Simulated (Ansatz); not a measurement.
# CoRuO3: two electronic states of one cell

Aim: solve CoRuO3 (a structure type of another compound, with these elements put in) from each of its saved states, at one geometry and mesh, and see which is lowest and how they differ.

Program: Ansatz 0.2.0. Level of theory: DFT, PBEsol, plane waves, PAW. These are calculated values, not measurements.

### 1 Geometry

Symmetry: Pm-3m, No. 221, cubic system. Conventional cell: a = 3.437 Å, b = 3.437 Å, c = 3.437 Å, α = 90.00°, β = 90.00°, γ = 90.00°. Ru (site symmetry m-3m) is surrounded by 12 O at 2.43 Å. Co (site symmetry m-3m) is surrounded by 6 O at 1.72 Å. O (site symmetry 4/mmm) has 2 Co at 1.72 Å and 4 Ru at 2.43 Å as nearest neighbours.

Coordinates:

```xyz
5
Lattice="3.4370 0.0000 0.0000 0.0000 3.4370 0.0000 0.0000 0.0000 3.4370" Properties=species:S:1:pos:R:3 pbc="T T T"
Ru    1.7185    1.7185    1.7185
Co    0.0000    0.0000    0.0000
O     1.7185    0.0000    0.0000
O     0.0000    1.7185    0.0000
O     0.0000    0.0000    1.7185
```

The states: A, no atom with a moment over 0.3 μB (non-collinear spin); B, Ru1 along (-0.21, 0.78, 0.59), Co2 along (0.21, -0.78, -0.59) (non-collinear spin). Each run reads its own saved solution as saved_state.

### 2 Run from state A

Contents of input.yaml:

```yaml
crystal:
  lattice:
    - [3.43704397, 0.0, 0.0]
    - [0.0, 3.43704397, 0.0]
    - [0.0, 0.0, 3.43704397]
  atoms:
    - { symbol: Ru, position: [0.5, 0.5, 0.5], spin: 2, spin_axis: [0.44721, 0.0, 0.89443] }
    - { symbol: Co, position: [0.0, 0.0, 0.0], spin: 3, spin_axis: [0.44721, 0.0, -0.89443] }
    - { symbol: O, position: [0.5, 0.0, 0.0] }
    - { symbol: O, position: [0.0, 0.5, 0.0] }
    - { symbol: O, position: [0.0, 0.0, 0.5] }
kpoints:
  mp_grid: { grid: [5, 5, 5], shift: [0.5, 0.5, 0.5] }
  band_path:
    path:
      - [0.0, 0.0, 0.0]
      - [0.0, 0.5, 0.0]
      - [0.5, 0.5, 0.0]
      - [0.0, 0.0, 0.0]
      - [0.5, 0.5, 0.5]
      - [0.0, 0.5, 0.0]
    npoints: 10
magnetization:
  noncollinear: true
  spin_orbit: false
scf:
  occupations: { method: fermi_dirac, width: 0.0322 }
  lower_state_search: "off"
  max_iter: 200
hamiltonian:
  pseudopotentials: { kind: paw }
  xc: pbesol
basis:
  ecutwfc: 420
  fft_grid_basis: typed
output:
  forces: true
  stress: true
  eigenvalues: true
  bader: true
  populations: true
  elf: true
  write_potential: true
  volumetric_format: npy
  dos:
    e_range: [-12, 8]
    de: 0.05
    projected: { site_lists: { Co: [Co], O: [O], Ru: [Ru] } }
    method: { smearing: { sigma: 0.1, scheme: gaussian } }
checkpoint:
  read: saved_state
```

### 4 Run from state B

input.yaml, as its differences from that of step 2:

```diff
@@ -6,4 +6,4 @@
   atoms:
-    - { symbol: Ru, position: [0.5, 0.5, 0.5], spin: 2, spin_axis: [0.44721, 0.0, 0.89443] }
-    - { symbol: Co, position: [0.0, 0.0, 0.0], spin: 3, spin_axis: [0.44721, 0.0, -0.89443] }
+    - { symbol: Ru, position: [0.5, 0.5, 0.5], spin: 0.43, spin_axis: [-0.4939, 0.80987, 0.31649] }
+    - { symbol: Co, position: [0.0, 0.0, 0.0], spin: 5.0, spin_axis: [0.05503, -0.71195, -0.70007] }
     - { symbol: O, position: [0.5, 0.0, 0.0] }
@@ -13,11 +13,2 @@
   mp_grid: { grid: [5, 5, 5], shift: [0.5, 0.5, 0.5] }
-  band_path:
-    path:
-      - [0.0, 0.0, 0.0]
-      - [0.0, 0.5, 0.0]
-      - [0.5, 0.5, 0.0]
-      - [0.0, 0.0, 0.0]
-      - [0.5, 0.5, 0.5]
-      - [0.0, 0.5, 0.0]
-    npoints: 10
 magnetization:
```

(Steps that only read results are left out.)

**Question.** What will these runs give? Wanted: for each run, free energy; largest site moment; size of the net moment; gap; pressure; largest force.

The runs gave:

```
state  free energy (meV/atom)  largest site moment (μB)  size of the net moment (μB/cell)  gap (eV)  pressure (GPa)  largest force (eV/Å)  SCF cycles
    A                     0.0                      0.00                              0.00     metal            47.1                  0.00          19
    B                     1.1                      0.90                              0.81     metal            48.8                  0.00          19
```

What this shows: State A wins by 1.1 meV per atom over B. At the same volume their pressures differ by 1.7 GPa, the state with the larger moments having the higher pressure, so it wants the larger volume. Every run converged, so convergence alone does not show that a state is the lowest.

Caveats: a 3d oxide or halide that comes out metallic without a U or exact exchange, which may be an insulator in nature; the k mesh is coarse for a cell without a gap; atoms or cell far from equilibrium.
